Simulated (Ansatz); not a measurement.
**C3H9B: molecular dynamics, part 1 of 2**

Aim: let a guess near a reaction's saddle point go and see which way it falls. Runs: 150 steps of 0.5 fs at constant energy, with velocities drawn for 100 K; 150 steps of 0.5 fs at constant energy, with velocities drawn for 1000 K. Reaction type: 1,2-elimination.

All numbers below are computed with Ansatz 0.2.0 (UKS PBE0/6-31G).

## Step 1: Starting point

Bond lengths: B1–C2 1.851 Å, B1–C3 1.455 Å, B1–H4 1.261 Å, B1–C5 1.581 Å, C2–H6 1.089 Å, C2–H7 1.090 Å, C2–H8 1.086 Å, C3–H9 1.081 Å, C3–H10 1.086 Å, C5–H11 1.089 Å, C5–H12 1.088 Å, C5–H13 1.090 Å. Angles (14 of 21 angles, heavy atoms first): C2–B1–C3 103.3°, C2–B1–C5 117.8°, C3–B1–C5 133.8°, B1–C2–H6 114.2°, B1–C2–H7 104.0°, B1–C2–H8 115.1°, C2–B1–H4 49.5°, C3–B1–H4 61.7°, H4–B1–C5 133.9°, B1–C3–H9 126.6°, B1–C3–H10 122.6°, B1–C5–H11 112.1°, B1–C5–H12 112.1°, B1–C5–H13 111.5°.

Structure file:

```xyz
13

B    -0.3119    0.0983   -0.2406
C     1.0752    0.6609    0.8490
C    -1.4505    0.0524    0.6636
H    -0.0940   -0.1132    0.9835
C     0.0616   -0.6728   -1.5692
H     1.6866   -0.1486    1.2461
H     1.7253    1.2245    0.1798
H     0.7873    1.3372    1.6485
H    -1.6180    0.6879    1.5222
H    -2.3488   -0.5174    0.4450
H     0.4568   -0.0047   -2.3330
H    -0.7984   -1.1786   -2.0036
H     0.8288   -1.4259   -1.3913
```

## Step 2: Run 1

150 steps of 0.5 fs at constant energy, with velocities drawn for 100 K.

The input, input.yaml:

```yaml
crystal:
  periodic: [false, false, false]
  atoms:
    - { symbol: B, position_ang: [-0.3119, 0.0983, -0.2406] }
    - { symbol: C, position_ang: [1.0752, 0.6609, 0.849] }
    - { symbol: C, position_ang: [-1.4505, 0.0524, 0.6636] }
    - { symbol: H, position_ang: [-0.094, -0.1132, 0.9835] }
    - { symbol: C, position_ang: [0.0616, -0.6728, -1.5692] }
    - { symbol: H, position_ang: [1.6866, -0.1486, 1.2461] }
    - { symbol: H, position_ang: [1.7253, 1.2245, 0.1798] }
    - { symbol: H, position_ang: [0.7873, 1.3372, 1.6485] }
    - { symbol: H, position_ang: [-1.618, 0.6879, 1.5222] }
    - { symbol: H, position_ang: [-2.3488, -0.5174, 0.445] }
    - { symbol: H, position_ang: [0.4568, -0.0047, -2.333] }
    - { symbol: H, position_ang: [-0.7984, -1.1786, -2.0036] }
    - { symbol: H, position_ang: [0.8288, -1.4259, -1.3913] }
magnetization:
  spin_polarized: true
basis:
  gaussian: { orbitals: "6-31G" }
hamiltonian:
  xc: pbe0
md:
  timestep: 0.5
  n_steps: 150
  ensemble: nve
  temperature: 100.0
  initial_velocities: maxwell_boltzmann
  seed: 302377
```

Command:

```
ansatz run input.yaml --threads 1 --pin off --max-ram 2048MiB --backend cpu --events-out ev --progress --plain --runs-dir out
```

The log of the run (excerpt; [...] marks lines left out):

```text
Warning: RAYON_NUM_THREADS=1 ignored (pool sized by the plan → 1); use --threads N
[...]
Functional definition: PBE0
[...]
852 factors; integrals over basis functions are off by at most 1.7e-4 eV
[...]
mean field -3925.52923959 eV, -144.2605387357 hartree, gradient 8.6e-6 eV, S^2 0.000000; 0 other end points of the search recorded, 0 dependent functions left out
[...]
reference -3925.52925598 eV, -144.2605393381 hartree; 16, 16 occupied and 38, 38 virtual orbitals, 852 factors
md step     0: t =     0.00 fs  T =   100.0 K  F+E_penalty+E_count = -3925.52923959 eV  E_kin = 0.142186 eV  conserved = -3925.38705359 eV  (26 SCF iters)
[...]
md step    17: t =     8.50 fs  T =  1518.0 K  F+E_penalty+E_count = -3927.54812683 eV  E_kin = 2.158368 eV  conserved = -3925.38975836 eV  (25 SCF iters)
[...]
md step    34: t =    17.00 fs  T =  1554.1 K  F+E_penalty+E_count = -3927.59845045 eV  E_kin = 2.209718 eV  conserved = -3925.38873254 eV  (24 SCF iters)
[...]
md step    51: t =    25.50 fs  T =   967.0 K  F+E_penalty+E_count = -3926.76267383 eV  E_kin = 1.374988 eV  conserved = -3925.38768584 eV  (24 SCF iters)
[...]
md step    68: t =    34.00 fs  T =  1382.2 K  F+E_penalty+E_count = -3927.35545947 eV  E_kin = 1.965269 eV  conserved = -3925.39019040 eV  (25 SCF iters)
md step    69: t =    34.50 fs  T =  1387.0 K  F+E_penalty+E_count = -3927.36176938 eV  E_kin = 1.972157 eV  conserved = -3925.38961206 eV  (25 SCF iters)
```

## Step 3: The log goes on: dynamics from the start

Output, continued (excerpt; [...] marks lines left out):

```text
md step    70: t =    35.00 fs  T =  1380.7 K  F+E_penalty+E_count = -3927.35205406 eV  E_kin = 1.963145 eV  conserved = -3925.38890929 eV  (25 SCF iters)
[...]
md step    90: t =    45.00 fs  T =   976.1 K  F+E_penalty+E_count = -3926.77608220 eV  E_kin = 1.387847 eV  conserved = -3925.38823508 eV  (25 SCF iters)
[...]
md step   110: t =    55.00 fs  T =  1190.3 K  F+E_penalty+E_count = -3927.07905033 eV  E_kin = 1.692485 eV  conserved = -3925.38656571 eV  (24 SCF iters)
[...]
md step   130: t =    65.00 fs  T =  1174.3 K  F+E_penalty+E_count = -3927.05855594 eV  E_kin = 1.669716 eV  conserved = -3925.38884035 eV  (24 SCF iters)
[...]
md step   149: t =    74.50 fs  T =  1243.7 K  F+E_penalty+E_count = -3927.15958182 eV  E_kin = 1.768351 eV  conserved = -3925.39123047 eV  (24 SCF iters)
[...]
Atom 3 at    -2.289269    -0.831831     0.470204 Å, force    -0.434084    -0.600950    -0.825462 eV/Å
Atom 4 at     0.005088    -0.740957    -1.417227 Å, force     1.584639     1.313461    -0.782501 eV/Å
Atom 5 at     1.809060     0.137884     0.221278 Å, force     0.821196    -0.933841     1.392568 eV/Å
Atom 6 at     1.608613     1.671960     0.166929 Å, force    -0.736246     1.012190     0.675982 eV/Å
Atom 7 at     1.049825     0.878384     1.786128 Å, force     0.341828     0.117798    -0.051370 eV/Å
Atom 8 at    -1.187615    -0.075223     1.702565 Å, force    -1.521468     0.560593    -1.047229 eV/Å
Atom 9 at    -1.785447     0.987860     0.178916 Å, force    -0.598065    -1.550237     1.418186 eV/Å
Atom 10 at     0.543229    -0.270054    -2.263635 Å, force    -0.544661     0.334477    -0.155878 eV/Å
Atom 11 at    -0.880561    -1.277473    -1.800272 Å, force     0.485040     0.158257     0.488709 eV/Å
Atom 12 at     0.847862    -1.374319    -1.118207 Å, force    -0.335610    -1.123401     0.215259 eV/Å
Dipole moment:     0.113351    -0.002934    -0.052164 e Å
```

Wall time 11 min (1 thread of Intel Xeon at 2.70GHz, shared host); peak memory 0.17 GiB.

## Step 4: Frames and traces

One step in 8; energies are changes from step 0:

```csv
time (fs),T (K),potential energy change (meV/atom),total energy change (meV/atom),H4–C2 (Å),B1–C2 (Å),H4–C3 (Å)
0.0,100,0.0,0.00,1.41,1.85,1.40
4.0,378,-30.3,0.09,1.58,1.83,1.35
8.0,1395,-141.8,-0.16,2.11,1.78,1.18
12.0,1707,-176.0,-0.15,2.86,1.66,1.18
16.0,1515,-154.9,-0.08,3.34,1.52,1.28
20.0,1420,-144.7,-0.35,3.41,1.45,1.04
24.0,1116,-111.4,-0.27,3.59,1.50,1.12
28.0,1013,-99.9,0.03,3.75,1.61,1.21
32.0,1287,-129.7,0.08,3.68,1.68,1.00
36.0,1360,-137.9,-0.08,3.82,1.69,1.22
40.0,1567,-160.7,-0.24,3.66,1.66,1.18
44.0,1065,-105.5,0.06,3.33,1.61,1.03
48.0,797,-76.3,-0.04,3.32,1.55,1.23
52.0,1058,-105.0,-0.20,3.37,1.51,1.15
56.0,1300,-131.4,-0.07,3.54,1.53,1.07
60.0,1620,-166.5,-0.21,3.82,1.58,1.23
64.0,1347,-136.6,-0.26,3.84,1.64,1.11
68.0,1188,-119.3,-0.29,3.84,1.68,1.05
72.0,1141,-113.9,-0.03,3.94,1.67,1.18
75.0,1206,-121.3,-0.26,3.81,1.65,1.06
```

time (fs), T (K) and a bar:
```
      0.0        100 
      3.5        297 ####
      6.5        971 ################
     10.0       1754 ##############################
     13.0       1602 ###########################
     16.5       1533 ##########################
     19.5       1508 ##########################
     23.0       1144 ###################
     26.0        927 ###############
     29.5       1280 #####################
     32.5       1298 ######################
     36.0       1360 #######################
     39.0       1474 #########################
     42.5       1367 #######################
     45.5        946 ###############
     49.0        783 ############
     52.0       1058 #################
     55.5       1237 #####################
     58.5       1568 ###########################
     62.0       1555 ##########################
     65.0       1174 ###################
     68.5       1247 #####################
     71.5       1127 ###################
     75.0       1206 ####################
```

Bonds that form or break, judged by distance (formed within 1.15 times the sum of covalent radii and held on average over 12 fs, broken when stretched by half; pairs already stretched at the start don't count as bonds):

```csv
time (fs),bond,event
8.0,B1–C2,forms
8.0,C3–H4,forms
9.0,B1–H4,breaks
```

## Step 5: Positions and forces

Extended XYZ, with forces in eV/Å:

```xyz
13
time_fs=9.5 T=1701 dE=-2.2800
B    -0.229    0.147   -0.219    2.292   -0.656    1.712
C     1.088    0.669    0.788   -0.789    0.132   -2.530
C    -1.480    0.053    0.690    1.247   -1.805    0.232
H    -0.838   -0.653    1.301   -0.197    0.039    0.146
C     0.063   -0.683   -1.564   -0.188    1.449   -0.071
H     1.714   -0.127    1.210   -0.236   -0.333   -0.292
H     1.759    1.303    0.186    0.089    0.001    0.204
H     0.717    1.252    1.612   -0.288    0.456    0.530
H    -1.683    0.791    1.438   -0.533    0.790    0.104
H    -2.264   -0.641    0.451   -1.220    0.453   -0.624
H     0.499    0.033   -2.310   -0.310   -0.422    0.302
H    -0.816   -1.149   -2.011   -0.171    0.066   -0.055
H     0.822   -1.452   -1.451    0.306   -0.169    0.343
13
time_fs=19.0 T=1562 dE=-2.0842
B    -0.036    0.126   -0.102   -4.714   -2.848   -1.529
C     1.071    0.723    0.632    2.540    0.857    1.591
C    -1.504   -0.063    0.764   -2.028    0.220   -2.776
H    -1.849   -0.825    1.504    1.262    0.199   -0.231
C     0.056   -0.639   -1.534    0.698    1.923    0.000
H     1.546   -0.231    0.968    0.216    0.288    0.077
H     1.865    1.374    0.255   -0.105   -0.277   -0.492
H     0.682    1.169    1.522   -0.047    0.538    0.926
H    -1.842    0.895    1.140    0.596    0.778    1.024
H    -2.421   -0.138    0.013    1.876   -0.464    0.551
H     0.505    0.035   -2.337   -0.335   -0.749    0.857
H    -0.867   -1.054   -1.945   -0.012   -0.098    0.299
H     0.797   -1.422   -1.340    0.054   -0.367   -0.297
13
time_fs=28.0 T=1013 dE=-1.2981
B    -0.084   -0.046   -0.031    0.315    1.984    1.255
C     1.127    0.818    0.580   -0.393   -2.282    0.130
C    -1.587   -0.121    0.710    2.480    1.367    3.199
H    -2.118   -0.785    1.565    1.250    0.959   -2.996
C     0.067   -0.552   -1.467    0.143   -1.877   -1.303
H     1.573   -0.207    0.820    0.440    0.654    0.341
H     1.927    1.341    0.005   -0.997   -0.176    0.207
H     0.864    1.235    1.547    0.330    0.536    0.101
H    -1.514    0.896    1.235   -0.335   -1.074   -0.258
H    -1.938    0.145   -0.250   -2.656   -0.457   -0.963
H     0.550    0.014   -2.311   -0.669   -0.062    1.051
H    -0.902   -0.990   -1.737   -0.019    0.260   -0.791
H     0.687   -1.475   -1.395    0.111    0.169    0.027
13
time_fs=37.5 T=1370 dE=-1.8060
B    -0.157   -0.117    0.077    2.595    2.012   -1.754
C     1.161    0.802    0.587    0.623   -0.797   -0.026
C    -1.548   -0.047    0.621   -2.346   -2.515    2.912
H    -2.095   -1.146    0.890    2.098    2.394    0.364
C     0.057   -0.581   -1.424   -0.175   -0.114   -0.611
H     1.995    0.111    0.915   -0.509    0.203   -0.673
H     1.535    1.330   -0.342   -0.226   -0.554    0.847
H     1.235    1.556    1.411   -1.127   -0.430   -0.390
H    -1.446    0.672    1.495   -1.485   -0.981   -0.810
H    -2.350    0.063   -0.112    0.215    1.470   -0.395
H     0.496    0.267   -2.016    0.149   -0.818    0.504
H    -0.900   -0.777   -1.944    0.184   -0.316    0.285
H     0.684   -1.492   -1.499    0.004    0.448   -0.252
13
time_fs=47.0 T=852 dE=-1.0708
B    -0.078   -0.033    0.098   -1.285   -0.942   -0.083
C     1.192    0.722    0.596   -1.014    2.195   -0.394
C    -1.607   -0.014    0.610    1.077   -1.472    1.702
H    -1.505   -1.197    0.629   -1.760    1.744   -0.754
C     0.030   -0.640   -1.403    0.994    0.343    0.370
H     2.234    0.423    0.696   -0.214   -0.477    0.388
H     1.165    1.184   -0.413    0.868    0.687    0.052
H     0.905    1.635    1.192    0.608   -1.259    0.405
H    -2.025    0.195    1.622    1.439    0.272    0.143
H    -2.330    0.589    0.052   -0.051   -1.280   -1.279
H     0.577    0.250   -1.679   -0.037    0.589   -1.604
H    -0.845   -0.745   -2.047   -0.227   -0.102    0.405
H     0.787   -1.390   -1.699   -0.397   -0.298    0.649
13
time_fs=56.0 T=1300 dE=-1.7076
B    -0.057   -0.001    0.076   -1.780   -1.241   -0.652
C     1.187    0.742    0.561   -0.797    1.486    1.728
C    -1.632   -0.011    0.666    3.270   -0.597   -3.677
H    -1.912   -0.921    0.186   -0.178   -2.490    0.742
C     0.064   -0.632   -1.384   -0.645   -0.139   -0.761
H     2.186    0.351    0.694    0.070   -0.776    0.259
H     1.331    1.418   -0.293   -0.080    0.667    0.244
H     0.821    1.276    1.488    1.153    0.046   -0.812
H    -1.834   -0.021    1.708   -0.842    0.985    0.596
H    -2.140    0.405   -0.250   -0.393    1.915    1.658
H     0.446    0.117   -2.089    0.398    0.171    0.069
H    -0.917   -0.872   -1.835    0.085   -0.377    0.217
H     0.723   -1.517   -1.516   -0.261    0.350    0.386
13
time_fs=65.5 T=1089 dE=-1.4059
B    -0.130   -0.018    0.007    1.592    3.214   -0.479
C     1.169    0.834    0.597   -0.953   -1.643    1.882
C    -1.544   -0.113    0.582   -0.887    5.293    1.324
H    -2.217   -0.875    0.447   -1.584   -2.102   -1.203
C     0.061   -0.622   -1.414   -1.258   -2.505    1.186
H     1.889   -0.004    0.637    0.734    0.501   -0.890
H     1.516    1.768    0.177    0.241   -0.219   -1.338
H     1.241    1.110    1.665   -1.136   -0.118    0.231
H    -1.782    0.274    1.560    1.014   -0.788    1.859
H    -2.079    0.971    0.277    1.226   -2.491   -1.009
H     0.382   -0.191   -2.349    0.471    0.447    0.102
H    -0.902   -1.141   -1.527   -0.233    0.259   -1.062
H     0.647   -1.519   -1.119    0.772    0.150   -0.604
13
time_fs=75.0 T=1206 dE=-1.5765
B    -0.126    0.134   -0.097   -1.027   -1.420    0.178
C     1.125    0.847    0.705   -0.993   -1.101   -3.256
C    -1.534   -0.097    0.606    2.957    3.233    1.750
H    -2.289   -0.832    0.470   -0.434   -0.601   -0.826
C     0.005   -0.741   -1.417    1.585    1.313   -0.782
H     1.809    0.138    0.221    0.821   -0.934    1.393
H     1.609    1.672    0.167   -0.736    1.012    0.676
H     1.050    0.878    1.786    0.342    0.118   -0.051
H    -1.188   -0.075    1.703   -1.522    0.561   -1.047
H    -1.785    0.988    0.179   -0.598   -1.550    1.418
H     0.543   -0.270   -2.264   -0.545    0.335   -0.156
H    -0.881   -1.278   -1.800    0.485    0.158    0.489
H     0.848   -1.374   -1.118   -0.336   -1.123    0.215
```

Reading of run 1. At the last frame the bonds meant to break are whole and the new ones absent: it fell back to the reactants' side (C3H9B). The temperature starts at 100 K and averages 1233 K in the second half, where it ranges from 783 to 1620 K; the start was no minimum (force components up to 1.5 eV/Å), and the potential energy that it sheds (124 meV/atom) turns into motion, which in so few atoms is no thermal temperature. The total energy strays from its start by at most 0.43 meV/atom, 0.3 % of the mean kinetic energy, which is good for a step of 0.5 fs. The bonding pattern changes, first at 8.0 fs: B1–C2 forms. By that distance rule the pieces at the end are C3H9B; a long dative bond can count as broken.

## Step 6: Run 2

150 steps of 0.5 fs at constant energy, with velocities drawn for 1000 K.

input.yaml: that of step 2 with these lines changed.

```diff
@@ -26,4 +26,4 @@
   ensemble: nve
-  temperature: 100.0
+  temperature: 1000.0
   initial_velocities: maxwell_boltzmann
-  seed: 302377
+  seed: 433802
```

Command:

```
ansatz run input.yaml --threads 1 --pin off --max-ram 2048MiB --backend cpu --events-out ev --progress --plain --runs-dir out
```

The log of the run (excerpt; [...] marks lines left out):

```text
Warning: RAYON_NUM_THREADS=1 ignored (pool sized by the plan → 1); use --threads N
[...]
[... 1 set-up line as earlier in the session ...]
[...]
852 factors; integrals over basis functions are off by at most 1.7e-4 eV
[...]
mean field -3925.52923959 eV, -144.2605387357 hartree, gradient 8.6e-6 eV, S^2 0.000000; 0 other end points of the search recorded, 0 dependent functions left out
[...]
reference -3925.52925598 eV, -144.2605393381 hartree; 16, 16 occupied and 38, 38 virtual orbitals, 852 factors
md step     0: t =     0.00 fs  T =  1000.0 K  F+E_penalty+E_count = -3925.52923959 eV  E_kin = 1.421860 eV  conserved = -3924.10737960 eV  (26 SCF iters)
[...]
md step    18: t =     9.00 fs  T =   720.0 K  F+E_penalty+E_count = -3925.12552803 eV  E_kin = 1.023805 eV  conserved = -3924.10172310 eV  (27 SCF iters)
[...]
md step    36: t =    18.00 fs  T =  2255.8 K  F+E_penalty+E_count = -3927.31276581 eV  E_kin = 3.207451 eV  conserved = -3924.10531470 eV  (25 SCF iters)
[...]
md step    54: t =    27.00 fs  T =  2293.6 K  F+E_penalty+E_count = -3927.38164286 eV  E_kin = 3.261161 eV  conserved = -3924.12048208 eV  (24 SCF iters)
[...]
md step    72: t =    36.00 fs  T =  1027.0 K  F+E_penalty+E_count = -3925.56211271 eV  E_kin = 1.460252 eV  conserved = -3924.10186065 eV  (24 SCF iters)
md step    73: t =    36.50 fs  T =  1181.2 K  F+E_penalty+E_count = -3925.78421679 eV  E_kin = 1.679543 eV  conserved = -3924.10467367 eV  (25 SCF iters)
md step    74: t =    37.00 fs  T =  1352.8 K  F+E_penalty+E_count = -3926.03106723 eV  E_kin = 1.923451 eV  conserved = -3924.10761637 eV  (25 SCF iters)
```

## Step 7: The output, continued: dynamics from the start

Output, continued (excerpt; [...] marks lines left out):

```text
md step    75: t =    37.50 fs  T =  1509.1 K  F+E_penalty+E_count = -3926.25621898 eV  E_kin = 2.145691 eV  conserved = -3924.11052795 eV  (25 SCF iters)
[...]
md step    94: t =    47.00 fs  T =  1728.6 K  F+E_penalty+E_count = -3926.56218394 eV  E_kin = 2.457759 eV  conserved = -3924.10442515 eV  (26 SCF iters)
[...]
md step   113: t =    56.50 fs  T =  1766.3 K  F+E_penalty+E_count = -3926.62187384 eV  E_kin = 2.511366 eV  conserved = -3924.11050825 eV  (25 SCF iters)
[...]
md step   132: t =    66.00 fs  T =  1800.4 K  F+E_penalty+E_count = -3926.65784497 eV  E_kin = 2.559852 eV  conserved = -3924.09799333 eV  (22 SCF iters)
[...]
md step   149: t =    74.50 fs  T =  1644.0 K  F+E_penalty+E_count = -3926.44584101 eV  E_kin = 2.337514 eV  conserved = -3924.10832695 eV  (26 SCF iters)
[...]
Atom 3 at    -2.589345    -0.286686     0.330936 Å, force     0.057298     1.268593    -0.759102 eV/Å
Atom 4 at     0.040261    -0.684955    -1.412285 Å, force     0.096566    -1.572253    -4.690717 eV/Å
Atom 5 at     1.440838     0.151703     1.482624 Å, force    -0.611552     0.742926     0.426995 eV/Å
Atom 6 at     2.172902     0.893999     0.146534 Å, force    -0.688653    -0.404203    -0.698989 eV/Å
Atom 7 at     0.984975     1.857675     0.856437 Å, force    -0.635946     0.704098     1.061039 eV/Å
Atom 8 at    -1.524553    -0.791114     1.425429 Å, force     0.957024    -1.639360     0.156705 eV/Å
Atom 9 at    -1.298076     0.769428     1.604019 Å, force    -1.943336    -1.033420    -3.068928 eV/Å
Atom 10 at     0.322206    -0.079974    -2.369131 Å, force    -0.332797    -0.989905     1.678717 eV/Å
Atom 11 at    -0.874930    -1.296315    -1.635782 Å, force     0.948201     0.226406    -0.296815 eV/Å
Atom 12 at     0.901314    -1.339476    -1.174793 Å, force    -0.131090    -0.084713    -0.490317 eV/Å
Dipole moment:    -0.011496    -0.145716    -0.014643 e Å
```

Wall time 11 min (1 thread of Intel Xeon at 2.70GHz, shared host); peak memory 0.17 GiB.

## Step 8: Frames and traces

The trajectory, every 6 steps (energies from step 0):

```csv
time (fs),T (K),potential energy change (meV/atom),total energy change (meV/atom),H4–C2 (Å),B1–C2 (Å),H4–C3 (Å)
0.0,1000,0.0,0.00,1.41,1.85,1.40
3.0,592,45.1,0.39,1.30,1.82,1.57
6.0,438,61.8,0.35,1.33,1.78,1.64
9.0,720,31.1,0.44,1.48,1.73,1.55
12.0,1511,-55.7,0.22,1.80,1.68,1.30
15.0,2208,-132.1,0.10,2.35,1.63,1.07
18.0,2256,-137.2,0.16,2.97,1.58,1.26
21.0,1992,-108.4,0.10,3.47,1.53,1.49
24.0,1772,-83.9,0.46,3.70,1.51,1.45
27.0,2294,-142.5,-1.01,3.67,1.52,1.11
30.0,1601,-66.0,-0.21,3.75,1.56,0.98
33.0,1302,-32.9,0.16,4.16,1.61,1.31
36.0,1027,-2.5,0.42,4.26,1.65,1.33
39.0,1605,-66.6,-0.46,3.99,1.68,1.03
42.0,2144,-125.7,-0.51,3.90,1.70,1.06
45.0,2107,-121.1,0.05,3.96,1.70,1.34
48.0,1716,-78.3,0.07,3.77,1.67,1.33
51.0,1576,-63.5,-0.50,3.38,1.62,1.04
54.0,1475,-52.3,-0.37,3.27,1.54,1.02
57.0,1730,-80.0,-0.15,3.49,1.47,1.32
60.0,1447,-48.6,0.30,3.66,1.46,1.38
63.0,1973,-106.8,-0.38,3.68,1.51,1.18
66.0,1800,-86.8,0.72,3.69,1.59,0.98
69.0,2179,-129.2,-0.29,3.96,1.67,1.17
72.0,1303,-32.7,0.51,4.11,1.74,1.27
75.0,1735,-80.5,-0.18,3.94,1.77,1.09
```

time (fs), T (K) and a bar:
```
      0.0       1000 #########
      3.5        555 ##
      6.5        431 
     10.0        997 #########
     13.0       1736 ####################
     16.5       2404 ##############################
     19.5       2057 #########################
     23.0       1828 #####################
     26.0       2183 ###########################
     29.5       1463 ################
     32.5       1468 ################
     36.0       1027 #########
     39.0       1605 ##################
     42.5       2325 #############################
     45.5       1968 #######################
     49.0       1732 ####################
     52.0       1260 #############
     55.5       1752 ####################
     58.5       1551 #################
     62.0       1758 ####################
     65.0       1800 #####################
     68.5       2286 ############################
     71.5       1375 ##############
     75.0       1735 ####################
```

Bonds that form or break, judged by distance (formed within 1.15 times the sum of covalent radii and held on average over 12 fs, broken when stretched by half; pairs already stretched at the start don't count as bonds):

```csv
time (fs),bond,event
5.5,B1–C2,forms
17.0,B1–H4,breaks
26.5,C3–H4,forms
```

(Continued in part 2 of 2.)
